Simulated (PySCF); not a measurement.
# BF3: NMR shieldings

Wanted: NMR shieldings for BF3 (`FB(F)F`).

Programs: PySCF 2.14.0, with routines of our own; each step states its level. All values are computed. Atoms count from 0.

## Step 1: The system as given

4 atoms, charge 0, multiplicity 1; geometry from: GFN2-xTB.

## Step 2: NMR shieldings: PBE/pcSseg-1, spin–orbit

Job settings and geometry (Å):

```
{"job": {"xc": "PBE", "basis": {"default": "pcSseg-1"}, "rel": "so", "kind": "hnmr"}, "charge": 0, "multiplicity": 1}
F     -1.105591    -0.560885     0.700206
B      0.002599     0.001294     0.316704
F      1.144974    -0.474101     0.716906
F     -0.031747     1.038466    -0.467115
```

Method: PBE/pcSseg-1 GIAO NMR shielding, X2C with spin-orbit coupling, screened-nuclear two-electron part, Gaussian nuclei, gas phase.

The run is started by

```sh
> OMP_NUM_THREADS=1 python heavy_run.py task.json out
```

This one command runs all jobs of the session in turn.

Log:

```text
spin-free SCF
coarse grid: 4344 points
cycle   1  E = -324.3662177715  dE =  5.009e-01  |g| = 7.646e-01  |ddm| = 1.750e+00
cycle   2  E = -324.1903328160  dE =  1.759e-01  |g| = 1.354e+00  |ddm| = 8.068e-01
cycle   3  E = -324.4501359139  dE = -2.598e-01  |g| = 1.830e-02  |ddm| = 5.224e-01
cycle   4  E = -324.4502037437  dE = -6.783e-05  |g| = 9.129e-03  |ddm| = 2.251e-02
cycle   5  E = -324.4502194475  dE = -1.570e-05  |g| = 1.609e-03  |ddm| = 5.827e-03
cycle   6  E = -324.4502196673  dE = -2.198e-07  |g| = 1.023e-03  |ddm| = 8.196e-04
final grid: 46024 points
cycle   7  E = -324.5016925058  dE = -1.027e-04  |g| = 2.009e-03  |ddm| = 1.681e-02
cycle   8  E = -324.5016925265  dE = -2.070e-08  |g| = 1.985e-03  |ddm| = 1.933e-03
cycle   9  E = -324.5016929872  dE = -4.607e-07  |g| = 9.780e-04  |ddm| = 1.186e-03
cycle  10  E = -324.5016931216  dE = -1.344e-07  |g| = 1.089e-04  |ddm| = 4.239e-04
cycle  11  E = -324.5016931236  dE = -2.042e-09  |g| = 7.126e-06  |ddm| = 6.813e-05
converged SCF energy = -324.5016931236
two-component SCF
cycle   1  E = -324.5016870046  dE = -3.245e+02  |FDS-SDF| = 1.329e-02
cycle   2  E = -324.5017101661  dE = -2.316e-05  |FDS-SDF| = 3.693e-06
cycle   3  E = -324.5017101661  dE = -1.307e-12  |FDS-SDF| = 1.905e-06
converged, E = -324.5017101661

Field gradients (au) and densities at the nuclei (bohr^-3)
atom        Vxx        Vyy        Vzz        centre      nuclear mean
  0 F     -0.2119    -1.1845     1.3964        406.911        406.910
  1 B     -0.1353    -0.1353     0.2705         64.437         64.437
  2 F     -0.2121    -1.1843     1.3964        406.911        406.910
  3 F     -0.2123    -1.1843     1.3966        406.911        406.910

Core orbital energies (eV)
atom   shell        mean    spread

Shielding tensors (ppm)
atom      isotropic    diamagn.    paramagn.     s11        s22        s33       span
  0 F       290.43      467.02     -176.59     154.05     348.72     368.52     214.47
  1 B        85.17      195.92     -110.75      75.65      89.93      89.94      14.30
  2 F       290.45      467.01     -176.56     154.08     348.74     368.53     214.46
  3 F       290.47      467.36     -176.89     154.10     348.77     368.54     214.44
```

Wall time 6.4 s (1 thread of Intel Xeon Platinum 8259CL at 2.50GHz, shared host); peak memory 0.38 GiB.

In short:

```tsv
quantity	value
energy from spin-orbit coupling	0.0000 Eh
```

Orbitals, density, ELF and potential are computed afterwards from the orbital file.

Frontier orbitals at PBE/pcSseg-1, with the share of their density that lies nearest to each atom:

```tsv
orbital	energy (eV)	lies on
HOMO	-9.90	F0, F2, F3 about 33 % each
LUMO	-0.19	B1 57 %; F0, F2, F3 about 14 % each
```

ELF in a plane through or near 4 of the atoms.

Values, 10 rows by 14 columns:
```
0.00 0.00 0.00 0.00 0.00 0.00 0.00 0.00 0.00 0.00 0.00 0.00 0.00 0.00
0.00 0.00 0.00 0.00 0.00 0.00 0.00 0.00 0.00 0.00 0.00 0.00 0.00 0.00
0.00 0.00 0.00 0.01 0.11 0.29 0.28 0.08 0.00 0.01 0.00 0.00 0.00 0.00
0.00 0.00 0.00 0.18 0.69 0.87 0.78 0.23 0.06 0.46 0.32 0.04 0.00 0.00
0.00 0.00 0.02 0.39 0.82 0.65 0.78 0.23 0.73 0.70 0.83 0.28 0.01 0.00
0.00 0.00 0.00 0.04 0.09 0.19 0.12 0.75 0.67 0.82 0.82 0.31 0.01 0.00
0.00 0.00 0.00 0.02 0.40 0.83 0.30 0.81 0.22 0.05 0.17 0.03 0.00 0.00
0.00 0.00 0.00 0.02 0.33 0.77 0.85 0.84 0.48 0.02 0.00 0.00 0.00 0.00
0.00 0.00 0.00 0.00 0.01 0.05 0.11 0.12 0.03 0.00 0.00 0.00 0.00 0.00
0.00 0.00 0.00 0.00 0.00 0.00 0.00 0.00 0.00 0.00 0.00 0.00 0.00 0.00
```
The map spans 7.7 Å across and 7.7 Å up, centred on the molecule. Atoms in the plane (x, y in Å): F0 (-0.4, -1.2), B1 (0.0, 0.0), F2 (-0.9, 0.9), F3 (1.3, 0.3).

On the surface of density 0.002 e/bohr³ the electrostatic potential runs, from the 1st to the 99th percentile, from -0.36 V near F2 to 2.47 V near B1.

## Step 3: NMR shieldings: PBE/pcSseg-1, spin-free

Job settings and geometry (Å):

```
{"job": {"xc": "PBE", "basis": {"default": "pcSseg-1"}, "rel": "sf", "kind": "hnmr"}, "charge": 0, "multiplicity": 1}
F     -1.105591    -0.560885     0.700206
B      0.002599     0.001294     0.316704
F      1.144974    -0.474101     0.716906
F     -0.031747     1.038466    -0.467115
```

Level: PBE/pcSseg-1 GIAO NMR shielding, spin-free X2C, Gaussian nuclei, gas phase.

Log:

```text
spin-free SCF
coarse grid: 4344 points
cycle   1  E = -324.3662177715  dE =  5.009e-01  |g| = 7.646e-01  |ddm| = 1.750e+00
cycle   2  E = -324.1903328160  dE =  1.759e-01  |g| = 1.354e+00  |ddm| = 8.068e-01
cycle   3  E = -324.4501359139  dE = -2.598e-01  |g| = 1.830e-02  |ddm| = 5.224e-01
cycle   4  E = -324.4502037437  dE = -6.783e-05  |g| = 9.129e-03  |ddm| = 2.251e-02
cycle   5  E = -324.4502194475  dE = -1.570e-05  |g| = 1.609e-03  |ddm| = 5.827e-03
cycle   6  E = -324.4502196673  dE = -2.198e-07  |g| = 1.023e-03  |ddm| = 8.196e-04
final grid: 46024 points
cycle   7  E = -324.5016925058  dE = -1.027e-04  |g| = 2.009e-03  |ddm| = 1.681e-02
cycle   8  E = -324.5016925265  dE = -2.070e-08  |g| = 1.985e-03  |ddm| = 1.933e-03
cycle   9  E = -324.5016929872  dE = -4.607e-07  |g| = 9.780e-04  |ddm| = 1.186e-03
cycle  10  E = -324.5016931216  dE = -1.344e-07  |g| = 1.089e-04  |ddm| = 4.239e-04
cycle  11  E = -324.5016931236  dE = -2.042e-09  |g| = 7.126e-06  |ddm| = 6.813e-05
converged SCF energy = -324.5016931236
check of the scalar solution
cycle   1  E = -324.5016931236  dE = -3.245e+02  |FDS-SDF| = 7.126e-06
cycle   2  E = -324.5016931236  dE = -4.036e-12  |FDS-SDF| = 3.133e-06
converged, E = -324.5016931236

Field gradients (au) and densities at the nuclei (bohr^-3)
atom        Vxx        Vyy        Vzz        centre      nuclear mean
  0 F     -0.2119    -1.1845     1.3964        406.911        406.910
  1 B     -0.1353    -0.1353     0.2706         64.437         64.437
  2 F     -0.2121    -1.1843     1.3964        406.911        406.910
  3 F     -0.2123    -1.1844     1.3966        406.911        406.910

Core orbital energies (eV)
atom   shell        mean    spread

Shielding tensors (ppm)
atom      isotropic    diamagn.    paramagn.     s11        s22        s33       span
  0 F       289.24      466.79     -177.55     152.42     347.74     367.57     215.14
  1 B        84.66      195.84     -111.18      74.78      89.60      89.61      14.84
  2 F       289.26      466.78     -177.52     152.45     347.76     367.58     215.13
  3 F       289.28      467.13     -177.85     152.47     347.79     367.58     215.11
```

Wall time 3.1 s (1 thread of Intel Xeon Platinum 8259CL at 2.50GHz, shared host); peak memory 0.38 GiB.

## Step 4: NMR shieldings: PBE/pcSseg-1 in water, spin–orbit

Job settings and geometry (Å):

```
{"job": {"xc": "PBE", "basis": {"default": "pcSseg-1"}, "rel": "so", "solvent": "water", "kind": "hnmr"}, "charge": 0, "multiplicity": 1}
F     -1.105591    -0.560885     0.700206
B      0.002599     0.001294     0.316704
F      1.144974    -0.474101     0.716906
F     -0.031747     1.038466    -0.467115
```

Level: PBE/pcSseg-1 GIAO NMR shielding, X2C with spin-orbit coupling, screened-nuclear two-electron part, Gaussian nuclei, IEF-PCM water.

Log:

```text
spin-free SCF
coarse grid: 4344 points
cycle   1  E = -324.3703294458  dE =  4.969e-01  |g| = 7.579e-01  |ddm| = 1.750e+00
cycle   2  E = -324.2048292442  dE =  1.655e-01  |g| = 1.324e+00  |ddm| = 7.843e-01
cycle   3  E = -324.4521337439  dE = -2.473e-01  |g| = 1.711e-02  |ddm| = 5.058e-01
cycle   4  E = -324.4521954386  dE = -6.169e-05  |g| = 8.243e-03  |ddm| = 2.089e-02
cycle   5  E = -324.4522083358  dE = -1.290e-05  |g| = 1.424e-03  |ddm| = 5.223e-03
cycle   6  E = -324.4522085259  dE = -1.901e-07  |g| = 8.157e-04  |ddm| = 6.702e-04
final grid: 46024 points
cycle   7  E = -324.5036833165  dE = -1.027e-04  |g| = 1.895e-03  |ddm| = 1.673e-02
cycle   8  E = -324.5036835901  dE = -2.736e-07  |g| = 1.269e-03  |ddm| = 1.641e-03
cycle   9  E = -324.5036837317  dE = -1.416e-07  |g| = 8.570e-04  |ddm| = 8.778e-04
cycle  10  E = -324.5036838326  dE = -1.009e-07  |g| = 1.093e-04  |ddm| = 3.527e-04
cycle  11  E = -324.5036838345  dE = -1.908e-09  |g| = 1.917e-05  |ddm| = 6.250e-05
converged SCF energy = -324.5036838345
two-component SCF
cycle   1  E = -324.5036777129  dE = -3.245e+02  |FDS-SDF| = 1.329e-02
cycle   2  E = -324.5037008271  dE = -2.311e-05  |FDS-SDF| = 2.970e-05
cycle   3  E = -324.5037008269  dE =  2.606e-10  |FDS-SDF| = 5.308e-05
converged, E = -324.5037008269

Field gradients (au) and densities at the nuclei (bohr^-3)
atom        Vxx        Vyy        Vzz        centre      nuclear mean
  0 F     -0.2343    -1.1711     1.4053        406.897        406.896
  1 B     -0.1364    -0.1364     0.2728         64.432         64.432
  2 F     -0.2345    -1.1708     1.4054        406.897        406.896
  3 F     -0.2347    -1.1709     1.4056        406.898        406.897

Core orbital energies (eV)
atom   shell        mean    spread

Shielding tensors (ppm)
atom      isotropic    diamagn.    paramagn.     s11        s22        s33       span
  0 F       292.96      467.32     -174.36     158.17     351.99     368.72     210.55
  1 B        85.39      195.58     -110.20      75.57      90.29      90.30      14.73
  2 F       292.98      467.30     -174.33     158.19     352.01     368.73     210.54
  3 F       292.99      467.65     -174.66     158.21     352.03     368.74     210.53
```

Wall time 5.2 s (1 thread of Intel Xeon Platinum 8259CL at 2.50GHz, shared host); peak memory 0.39 GiB.

From this job:

```tsv
quantity	value
energy from spin-orbit coupling	0.0000 Eh
```

## Step 5: NMR shieldings: PBE/pcSseg-1 in water, spin-free

Job settings and geometry (Å):

```
{"job": {"xc": "PBE", "basis": {"default": "pcSseg-1"}, "rel": "sf", "solvent": "water", "kind": "hnmr"}, "charge": 0, "multiplicity": 1}
F     -1.105591    -0.560885     0.700206
B      0.002599     0.001294     0.316704
F      1.144974    -0.474101     0.716906
F     -0.031747     1.038466    -0.467115
```

With the program's defaults for keys left out, this is: PBE/pcSseg-1 GIAO NMR shielding, spin-free X2C, Gaussian nuclei, IEF-PCM water.

Log:

```text
spin-free SCF
coarse grid: 4344 points
cycle   1  E = -324.3703294458  dE =  4.969e-01  |g| = 7.579e-01  |ddm| = 1.750e+00
cycle   2  E = -324.2048292442  dE =  1.655e-01  |g| = 1.324e+00  |ddm| = 7.843e-01
cycle   3  E = -324.4521337439  dE = -2.473e-01  |g| = 1.711e-02  |ddm| = 5.058e-01
cycle   4  E = -324.4521954386  dE = -6.169e-05  |g| = 8.243e-03  |ddm| = 2.089e-02
cycle   5  E = -324.4522083358  dE = -1.290e-05  |g| = 1.424e-03  |ddm| = 5.223e-03
cycle   6  E = -324.4522085259  dE = -1.901e-07  |g| = 8.157e-04  |ddm| = 6.702e-04
final grid: 46024 points
cycle   7  E = -324.5036833165  dE = -1.027e-04  |g| = 1.895e-03  |ddm| = 1.673e-02
cycle   8  E = -324.5036835901  dE = -2.736e-07  |g| = 1.269e-03  |ddm| = 1.641e-03
cycle   9  E = -324.5036837317  dE = -1.416e-07  |g| = 8.570e-04  |ddm| = 8.778e-04
cycle  10  E = -324.5036838326  dE = -1.009e-07  |g| = 1.093e-04  |ddm| = 3.527e-04
cycle  11  E = -324.5036838345  dE = -1.908e-09  |g| = 1.917e-05  |ddm| = 6.250e-05
converged SCF energy = -324.5036838345
check of the scalar solution
cycle   1  E = -324.5036838345  dE = -3.245e+02  |FDS-SDF| = 1.917e-05
cycle   2  E = -324.5036838344  dE =  8.424e-11  |FDS-SDF| = 3.132e-05
converged, E = -324.5036838344

Field gradients (au) and densities at the nuclei (bohr^-3)
atom        Vxx        Vyy        Vzz        centre      nuclear mean
  0 F     -0.2343    -1.1711     1.4053        406.897        406.896
  1 B     -0.1364    -0.1364     0.2728         64.432         64.432
  2 F     -0.2345    -1.1709     1.4054        406.897        406.896
  3 F     -0.2347    -1.1709     1.4056        406.897        406.896

Core orbital energies (eV)
atom   shell        mean    spread

Shielding tensors (ppm)
atom      isotropic    diamagn.    paramagn.     s11        s22        s33       span
  0 F       291.78      467.08     -175.30     156.56     351.02     367.75     211.19
  1 B        84.88      195.51     -110.62      74.72      89.96      89.98      15.26
  2 F       291.80      467.07     -175.28     156.59     351.04     367.76     211.18
  3 F       291.81      467.42     -175.61     156.60     351.06     367.77     211.17
```

Run time: 3.4 s. Hardware: 1 thread of Intel Xeon Platinum 8259CL at 2.50GHz, shared host; peak memory 0.39 GiB.

## Step 6: NMR shieldings: PBE/pcSseg-1 in dichloromethane, spin–orbit

Job settings and geometry (Å):

```
{"job": {"xc": "PBE", "basis": {"default": "pcSseg-1"}, "rel": "so", "solvent": "dichloromethane", "kind": "hnmr"}, "charge": 0, "multiplicity": 1}
F     -1.105591    -0.560885     0.700206
B      0.002599     0.001294     0.316704
F      1.144974    -0.474101     0.716906
F     -0.031747     1.038466    -0.467115
```

Level: PBE/pcSseg-1 GIAO NMR shielding, X2C with spin-orbit coupling, screened-nuclear two-electron part, Gaussian nuclei, IEF-PCM dichloromethane.

Log:

```text
spin-free SCF
coarse grid: 4344 points
cycle   1  E = -324.3697235291  dE =  4.975e-01  |g| = 7.589e-01  |ddm| = 1.750e+00
cycle   2  E = -324.2027649227  dE =  1.670e-01  |g| = 1.328e+00  |ddm| = 7.875e-01
cycle   3  E = -324.4518298892  dE = -2.491e-01  |g| = 1.726e-02  |ddm| = 5.081e-01
cycle   4  E = -324.4518923572  dE = -6.247e-05  |g| = 8.367e-03  |ddm| = 2.112e-02
cycle   5  E = -324.4519056353  dE = -1.328e-05  |g| = 1.445e-03  |ddm| = 5.306e-03
cycle   6  E = -324.4519058306  dE = -1.952e-07  |g| = 8.334e-04  |ddm| = 6.843e-04
final grid: 46024 points
cycle   7  E = -324.5033803212  dE = -1.027e-04  |g| = 1.902e-03  |ddm| = 1.674e-02
cycle   8  E = -324.5033805800  dE = -2.587e-07  |g| = 1.325e-03  |ddm| = 1.666e-03
cycle   9  E = -324.5033807371  dE = -1.571e-07  |g| = 8.852e-04  |ddm| = 9.093e-04
cycle  10  E = -324.5033808451  dE = -1.080e-07  |g| = 1.095e-04  |ddm| = 3.653e-04
cycle  11  E = -324.5033808470  dE = -1.932e-09  |g| = 1.761e-05  |ddm| = 6.304e-05
converged SCF energy = -324.5033808470
two-component SCF
cycle   1  E = -324.5033747258  dE = -3.245e+02  |FDS-SDF| = 1.329e-02
cycle   2  E = -324.5033978472  dE = -2.312e-05  |FDS-SDF| = 2.669e-05
cycle   3  E = -324.5033978470  dE =  2.103e-10  |FDS-SDF| = 4.770e-05
converged, E = -324.5033978470

Field gradients (au) and densities at the nuclei (bohr^-3)
atom        Vxx        Vyy        Vzz        centre      nuclear mean
  0 F     -0.2308    -1.1732     1.4040        406.899        406.898
  1 B     -0.1362    -0.1362     0.2724         64.433         64.433
  2 F     -0.2310    -1.1730     1.4040        406.900        406.898
  3 F     -0.2312    -1.1731     1.4043        406.900        406.899

Core orbital energies (eV)
atom   shell        mean    spread

Shielding tensors (ppm)
atom      isotropic    diamagn.    paramagn.     s11        s22        s33       span
  0 F       292.58      467.27     -174.69     157.55     351.50     368.69     211.14
  1 B        85.36      195.63     -110.28      75.58      90.23      90.25      14.66
  2 F       292.60      467.26     -174.67     157.57     351.51     368.70     211.13
  3 F       292.61      467.61     -174.99     157.59     351.54     368.71     211.11
```

It took 5.5 s on 1 thread of Intel Xeon Platinum 8259CL at 2.50GHz, shared host; peak memory 0.4 GiB.

In short:

```tsv
quantity	value
energy from spin-orbit coupling	0.0000 Eh
```

## Step 7: NMR shieldings: PBE/pcSseg-1 in dichloromethane, spin-free

Job settings and geometry (Å):

```
{"job": {"xc": "PBE", "basis": {"default": "pcSseg-1"}, "rel": "sf", "solvent": "dichloromethane", "kind": "hnmr"}, "charge": 0, "multiplicity": 1}
F     -1.105591    -0.560885     0.700206
B      0.002599     0.001294     0.316704
F      1.144974    -0.474101     0.716906
F     -0.031747     1.038466    -0.467115
```

Level: PBE/pcSseg-1 GIAO NMR shielding, spin-free X2C, Gaussian nuclei, IEF-PCM dichloromethane.

Log:

```text
spin-free SCF
coarse grid: 4344 points
cycle   1  E = -324.3697235291  dE =  4.975e-01  |g| = 7.589e-01  |ddm| = 1.750e+00
cycle   2  E = -324.2027649227  dE =  1.670e-01  |g| = 1.328e+00  |ddm| = 7.875e-01
cycle   3  E = -324.4518298892  dE = -2.491e-01  |g| = 1.726e-02  |ddm| = 5.081e-01
cycle   4  E = -324.4518923572  dE = -6.247e-05  |g| = 8.367e-03  |ddm| = 2.112e-02
cycle   5  E = -324.4519056353  dE = -1.328e-05  |g| = 1.445e-03  |ddm| = 5.306e-03
cycle   6  E = -324.4519058306  dE = -1.952e-07  |g| = 8.334e-04  |ddm| = 6.843e-04
final grid: 46024 points
cycle   7  E = -324.5033803212  dE = -1.027e-04  |g| = 1.902e-03  |ddm| = 1.674e-02
cycle   8  E = -324.5033805800  dE = -2.587e-07  |g| = 1.325e-03  |ddm| = 1.666e-03
cycle   9  E = -324.5033807371  dE = -1.571e-07  |g| = 8.852e-04  |ddm| = 9.093e-04
cycle  10  E = -324.5033808451  dE = -1.080e-07  |g| = 1.095e-04  |ddm| = 3.653e-04
cycle  11  E = -324.5033808470  dE = -1.932e-09  |g| = 1.761e-05  |ddm| = 6.304e-05
converged SCF energy = -324.5033808470
check of the scalar solution
cycle   1  E = -324.5033808470  dE = -3.245e+02  |FDS-SDF| = 1.761e-05
cycle   2  E = -324.5033808470  dE =  6.719e-11  |FDS-SDF| = 2.830e-05
converged, E = -324.5033808470

Field gradients (au) and densities at the nuclei (bohr^-3)
atom        Vxx        Vyy        Vzz        centre      nuclear mean
  0 F     -0.2308    -1.1732     1.4040        406.899        406.898
  1 B     -0.1362    -0.1362     0.2724         64.433         64.433
  2 F     -0.2310    -1.1730     1.4040        406.899        406.898
  3 F     -0.2312    -1.1731     1.4043        406.899        406.898

Core orbital energies (eV)
atom   shell        mean    spread

Shielding tensors (ppm)
atom      isotropic    diamagn.    paramagn.     s11        s22        s33       span
  0 F       291.40      467.04     -175.64     155.94     350.53     367.72     211.79
  1 B        84.85      195.56     -110.71      74.72      89.90      89.92      15.20
  2 F       291.41      467.03     -175.62     155.96     350.54     367.74     211.78
  3 F       291.43      467.38     -175.95     155.98     350.57     367.74     211.76
```

Wall time 3.6 s (1 thread of Intel Xeon Platinum 8259CL at 2.50GHz, shared host); peak memory 0.4 GiB.

## Step 8: Shieldings side by side

```tsv
run	F0	F2	F3	B1	time
step 2, PBE/pcSseg-1, spin–orbit	290.4	290.4	290.5	85.2	6.4 s
step 3, PBE/pcSseg-1, spin-free	289.2	289.3	289.3	84.7	3.1 s
step 4, PBE/pcSseg-1 in water, spin–orbit	293.0	293.0	293.0	85.4	5.2 s
step 5, PBE/pcSseg-1 in water, spin-free	291.8	291.8	291.8	84.9	3.4 s
step 6, PBE/pcSseg-1 in dichloromethane, spin–orbit	292.6	292.6	292.6	85.4	5.5 s
step 7, PBE/pcSseg-1 in dichloromethane, spin-free	291.4	291.4	291.4	84.8	3.6 s
```

## Step 9: What came out

```
                                                                             quantity                                      value
                   energy from spin-orbit coupling (step 2, PBE/pcSseg-1, spin–orbit)                                  0.0000 Eh
                                        shieldings (step 2, PBE/pcSseg-1, spin–orbit)  F0 290.4, B1 85.2, F2 290.4, F3 290.5 ppm
                                                surface potential, 1st and 99th percentile                         -0.36 V and 2.47 V
                                         shieldings (step 3, PBE/pcSseg-1, spin-free)  F0 289.2, B1 84.7, F2 289.3, F3 289.3 ppm
          energy from spin-orbit coupling (step 4, PBE/pcSseg-1 in water, spin–orbit)                                  0.0000 Eh
                               shieldings (step 4, PBE/pcSseg-1 in water, spin–orbit)  F0 293.0, B1 85.4, F2 293.0, F3 293.0 ppm
                                shieldings (step 5, PBE/pcSseg-1 in water, spin-free)  F0 291.8, B1 84.9, F2 291.8, F3 291.8 ppm
energy from spin-orbit coupling (step 6, PBE/pcSseg-1 in dichloromethane, spin–orbit)                                  0.0000 Eh
                     shieldings (step 6, PBE/pcSseg-1 in dichloromethane, spin–orbit)  F0 292.6, B1 85.4, F2 292.6, F3 292.6 ppm
                      shieldings (step 7, PBE/pcSseg-1 in dichloromethane, spin-free)  F0 291.4, B1 84.8, F2 291.4, F3 291.4 ppm
```

What this shows: F0 (with its equivalent atoms) moves most between the runs, by 4 ppm; the labels say what changes from run to run.
